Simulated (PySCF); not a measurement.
**CCSDT/LANL2DZ (core potential) run of InH3 (SMILES [H][In]([H])[H])**

What is the vertical ionisation energy of InH3 at CCSDT/LANL2DZ (core potential)? Input form: a Python script.

The calculation is run with PySCF 2.14.0.

6 further runs of the same task are left out: 6 set aside as unsound or not needed.

**1. The system as given**

InH3: 4 atoms, total charge 0, spin state singlet. As SMILES, `[H][In]([H])[H]`. Geometry: a GFN2-xTB relaxation, a rough one for these elements and not checked as a minimum.

Bond lengths: In1–H2 1.719 Å, In1–H3 1.719 Å, In1–H4 1.718 Å. Angles: H2–In1–H3 120.0°, H2–In1–H4 120.1°, H3–In1–H4 119.9°.

**2. A single-point energy at CCSDT/LANL2DZ (core potential)**

Contents of job.py:

```python
# InH3
from pyscf import gto, cc

mol = gto.M(
    atom='''
In     0.000640    -0.000740    -0.000540
H      1.718930    -0.027790     0.013510
H     -0.834510     1.501400    -0.017780
H     -0.885060    -1.472880     0.004810
''',
    verbose=3,
    ecp={'In': 'lanl2dz'},
    basis='lanl2dz',
    max_memory=1860,
    charge=0,
)

mf = mol.RHF()
mf.conv_tol = 1e-10
mf.kernel()
if not mf.converged:
    mf = mf.newton().run(mf.mo_coeff, mf.mo_occ)

mycc = cc.CCSDT(mf)
mycc.kernel()
energy = mycc.e_tot
print(f'total energy: {energy:.8f} hartree')
```

The run is started by

```
$ OMP_NUM_THREADS=1 python job.py
```

Output:

```text
converged SCF energy = -3.47747306346487
_make_eris_incore_RCCSDT

WARN: A large `blksize` is being used, which may cause large memory consumption
      for storing contraction intermediates. If memory is sufficient, consider using
      `pyscf.cc.rccsdt_highm.RCCSDT` instead.

WARN: A large `blksize_oovv` is being used, which may cause large memory consumption
      for storing contraction intermediates. If memory is sufficient, consider using
      `pyscf.cc.rccsdt_highm.RCCSDT` instead.

WARN: A large `blksize_oooo` is being used, which may cause large memory consumption
      for storing contraction intermediates. If memory is sufficient, consider using
      `pyscf.cc.rccsdt_highm.RCCSDT` instead.

RCCSDT converged
E(RCCSDT) = -3.534898597502572   E_corr = -0.05742553403770131
E_corr(same-spin) = -0.00144605125929176
E_corr(oppo-spin) = -0.0559794827784095
total energy: -3.53489860 hartree
```

Wall time 0.99 s (1 thread of Arm Neoverse V1, shared host); peak memory 0.12 GiB.

**3. The doublet cation at the same level**

Contents of run.py:

```python
from pyscf import gto, cc

mol = gto.M(
    atom='''
In     0.001209    -0.001398    -0.001020
H      3.248307    -0.052515     0.025530
H     -1.576995     2.837235    -0.033599
H     -1.672521    -2.783340     0.009090
''',
    charge=1,
    ecp={'In': 'lanl2dz'},
    verbose=4,
    max_memory=1860,
    unit='bohr',
    basis='lanl2dz',
    spin=1,
)

mf = mol.UHF()
mf.conv_tol = 1e-10
mf.kernel()
if not mf.converged:
    mf = mf.newton().run(mf.mo_coeff, mf.mo_occ)

mycc = cc.CCSDT(mf)
mycc.kernel()
etot = mycc.e_tot
print('E = %.10f Eh' % etot)
```

The run is started by

```
$ OMP_NUM_THREADS=1 python run.py
```

Output:

```text
PySCF version 2.14.0

[INPUT] num. atoms = 4
[INPUT] num. electrons = 5
[INPUT] charge = 1
[INPUT] spin (= nelec alpha-beta = 2S) = 1
[INPUT] symmetry False subgroup None
[INPUT] Mole.unit = bohr
[INPUT] Symbol           X                Y                Z      unit          X                Y                Z       unit  Magmom
[INPUT]  1 In     0.000639775248  -0.000739789741  -0.000539760755 AA    0.001209000000  -0.001398000000  -0.001020000000 Bohr   0.0
[INPUT]  2 H      1.718930038472  -0.027789741231   0.013509894195 AA    3.248307000000  -0.052515000000   0.025530000000 Bohr   0.0
[INPUT]  3 H     -0.834509815735   1.501400104025  -0.017779825110 AA   -1.576995000000   2.837235000000  -0.033599000000 Bohr   0.0
[INPUT]  4 H     -0.885059997985  -1.472880098242   0.004810220847 AA   -1.672521000000  -2.783340000000   0.009090000000 Bohr   0.0

nuclear repulsion = 3.30479057509564
number of shells = 10
number of NR pGTOs = 24
number of NR cGTOs = 14
basis = lanl2dz
ecp = {'In': 'lanl2dz'}

******** <class 'pyscf.scf.uhf.UHF'> ********
method = UHF
initial guess = minao
damping factor = 0
level_shift factor = 0
DIIS = <class 'pyscf.scf.diis.CDIIS'>
diis_start_cycle = 1
diis_space = 8
diis_damp = 0
SCF conv_tol = 1e-10
SCF conv_tol_grad = None
SCF max_cycles = 50
direct_scf = True
direct_scf_tol = 1e-13
number electrons alpha = 3  beta = 2
Set gradient conv threshold to 1e-05
init E= 5.71209070282062
[... the frontier-level lines of each cycle are left out ...]


[... 73 lines left out ...]
converged SCF energy = -3.10113611552549  <S^2> = 0.78367863  2S+1 = 2.0333997
[... 16 lines left out ...]
WARN: A large `blksize_v_aaa` is being used, which may cause large memory consumption
[... 3 lines left out ...]
WARN: A large `blksize_v_aab` is being used, which may cause large memory consumption
[... 10 lines left out ...]
Init t2, MP2 energy = -0.0322781803835646
[... 36 lines left out ...]
UCCSDT converged
[... 3 lines left out ...]
E = -3.1554040185 Eh
```

Run time: 2 s. Hardware: 1 thread of Arm Neoverse V1, shared host; peak memory 0.12 GiB.

**4. What came out**

Level: CCSDT/LANL2DZ (core potential).

```
                                                                  quantity        value
                                                singlet InH3: total energy  -3.53490 Eh
                        singlet InH3: dipole moment (Hartree–Fock density)       0.01 D
                         singlet InH3: HOMO energy (Hartree–Fock orbitals)    -11.13 eV
                         singlet InH3: LUMO energy (Hartree–Fock orbitals)      0.53 eV
                       singlet InH3: HOMO–LUMO gap (Hartree–Fock orbitals)     11.66 eV
                                          singlet InH3: correlation energy    -57.4 mEh
                                               singlet InH3: T1 diagnostic        0.012
                                              doublet cation: total energy  -3.15540 Eh
doublet cation: HOMO energy (Hartree–Fock orbitals) (highest over α and β)    -16.79 eV
 doublet cation: LUMO energy (Hartree–Fock orbitals) (lowest over α and β)     -9.53 eV
                                        doublet cation: correlation energy    -54.3 mEh
                         doublet cation: ⟨S²⟩ of the reference determinant        0.784
                                             doublet cation: T1 diagnostic        0.049
                        vertical ionisation energy (to the doublet cation)    10.327 eV
```

What this shows: Removing an electron at fixed nuclei costs 10.33 eV (996 kJ/mol). Mulliken charges (singlet InH3) of the mean-field density run from -0.21 on H3 to +0.64 on In1; they depend strongly on the basis. The T1 diagnostic (doublet cation) of 0.049 is above the customary mark for such species, so a single reference may not serve. Mulliken charges (doublet cation) of the mean-field density run from -0.01 on H4 to +0.87 on In1; they depend strongly on the basis.
